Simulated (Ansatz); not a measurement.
# C₂H₇ClO₂SZr: small, medium and large basis sets

An exercise on one series of results from a longer session: the logs are not shown, and one member is left open.

Computed with Ansatz 0.2.0, Gaussian basis. Level: one geometry, several basis sets.

The runs, in order: PBE0-D4/def2-SVP; ωB97M-V/def2-SVP; PBE0-D4/def2-QZVPP; ωB97M-V/def2-QZVPP; the functionals' def2-TZVPP values are taken from earlier runs.

## The geometry

All runs share one geometry, relaxed beforehand with PBE0-D4 in a triple-zeta def2 set. Zr takes the def2 core potential; no spin-orbit term is included.

SMILES `C[O][Zr]([OH])([Cl])[S]C`, 14 atoms, charge 0, spin multiplicity 1.

Atoms are counted from 1 here; the program's logs count them from 0.

Bond lengths: C1–O2 1.391 Å, C1–H8 1.094 Å, C1–H9 1.095 Å, C1–H10 1.094 Å, O2–Zr3 1.896 Å, Zr3–O4 1.904 Å, Zr3–Cl5 2.379 Å, Zr3–S6 2.429 Å, O4–H11 0.953 Å, S6–C7 1.826 Å, C7–H12 1.089 Å, C7–H13 1.096 Å, C7–H14 1.089 Å. Angles: O2–C1–H8 110.1°, O2–C1–H9 110.3°, O2–C1–H10 110.5°, H8–C1–H9 108.7°, H8–C1–H10 108.6°, H9–C1–H10 108.6°, C1–O2–Zr3 176.2°, O2–Zr3–O4 112.2°, O2–Zr3–Cl5 107.9°, O2–Zr3–S6 107.6°, O4–Zr3–Cl5 111.9°, O4–Zr3–S6 107.3°, Cl5–Zr3–S6 109.9°, Zr3–O4–H11 164.3°, Zr3–S6–C7 91.5°, S6–C7–H12 109.3°, S6–C7–H13 113.6°, S6–C7–H14 108.8° and more.

The first run:

Contents of in.yaml:

```yaml
crystal:
  periodic: [false, false, false]
  atoms:
    - {symbol: C, position_ang: [0.960758, -2.179731, -0.234890]}
    - {symbol: O, position_ang: [-0.002304, -1.180830, -0.138644]}
    - {symbol: Zr, position_ang: [-1.287383, 0.190529, 0.113901]}
    - {symbol: O, position_ang: [-2.738655, -0.377659, 1.207834]}
    - {symbol: Cl, position_ang: [-2.020631, 0.911205, -2.031981]}
    - {symbol: S, position_ang: [-0.187268, 2.022206, 1.268647]}
    - {symbol: C, position_ang: [1.048682, 2.184857, -0.065241]}
    - {symbol: H, position_ang: [1.219487, -2.353591, -1.283921]}
    - {symbol: H, position_ang: [1.866360, -1.887597, 0.306168]}
    - {symbol: H, position_ang: [0.585904, -3.115273, 0.191769]}
    - {symbol: H, position_ang: [-3.371540, -0.897652, 1.695579]}
    - {symbol: H, position_ang: [2.042658, 2.004377, 0.341733]}
    - {symbol: H, position_ang: [0.891885, 1.486794, -0.896030]}
    - {symbol: H, position_ang: [0.992048, 3.192354, -0.474924]}
basis:
  gaussian: {orbitals: def2-SVP}
hamiltonian: {xc: pbe0, dispersion: d4}
output: {orbitals: {seedname: orbitals}}
```

The run is started by

```console
> ansatz run in.yaml --threads 2 --pin off --events-out ev --progress --plain --max-ram 20480MiB --backend cpu
```

Among the steps run: PBE0-D4 in def2-SVP; ωB97M-V in def2-SVP; PBE0-D4 in def2-QZVPP; ωB97M-V in def2-QZVPP.

One of the session's tables, all rows but one given; the rest of the session is left out.

It belongs to the step «Density functionals: the series». 

```
functional       basis  HOMO (eV)
   PBE0-D4    def2-SVP          ?
   PBE0-D4  def2-TZVPP      -6.91
   PBE0-D4  def2-QZVPP      -6.93
   ωB97M-V    def2-SVP      -8.94
   ωB97M-V  def2-TZVPP      -9.04
   ωB97M-V  def2-QZVPP      -9.07
```

Q: Estimate the row for PBE0-D4, def2-SVP from the others.

As computed: HOMO (eV): -6.83. In the column «HOMO (eV)» it is the highest.
